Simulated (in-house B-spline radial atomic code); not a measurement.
# N²⁺: ionisation energy by several methods

One table from this session's results is given with a row withheld; the runs are named, their logs left out.

Method: non-relativistic, several functionals, spin-polarised, exact exchange averaged over the configuration; spherical all-electron atom at the radial basis limit. Code: in-house B-spline radial atomic code version 1.

## The atom as given

* element: nitrogen (Z = 7)
* charge: +2
* electrons: 5
* configuration: [He] 2s2 2p1
* nucleus: point

The outer shells:

[He] 2s2 2p1
```
[He] core
2s [↑↓]
2p [↑ ][  ][  ]
```

Where spins are not typed, each open shell is filled with up spins first.

The first run:

Input settings:

```ini
Z = 7
electrons = 5.0
configuration = [He] 2s2 2p1
hamiltonian = nr
method = hse06
spin_polarised = True
exact_exchange = averaged over the configuration
```

Run with:

```
> python run_scf.py task.json out
```

One command runs all members of the session, one after another, from task.json.

Steps of the session up to this table: HSE06, a range-separated hybrid; PBE0, a global hybrid; r2SCAN0, a global hybrid; LC-ωPBE, a range-separated hybrid; CAM-B3LYP, a range-separated hybrid.

One of the session's tables, all rows but one given; the rest of the session is left out.

| method | ΔSCF (eV) |
| --- | --- |
| PBE0 | 47.749 |
| r2SCAN0 | 47.516 |
| HSE06 | 47.768 |
| LC-ωPBE | 47.903 |
| CAM-B3LYP | ? |

Estimate the missing values for CAM-B3LYP.

**Answer.** ΔSCF (eV): 47.957. In the column «ΔSCF (eV)» it is the highest.
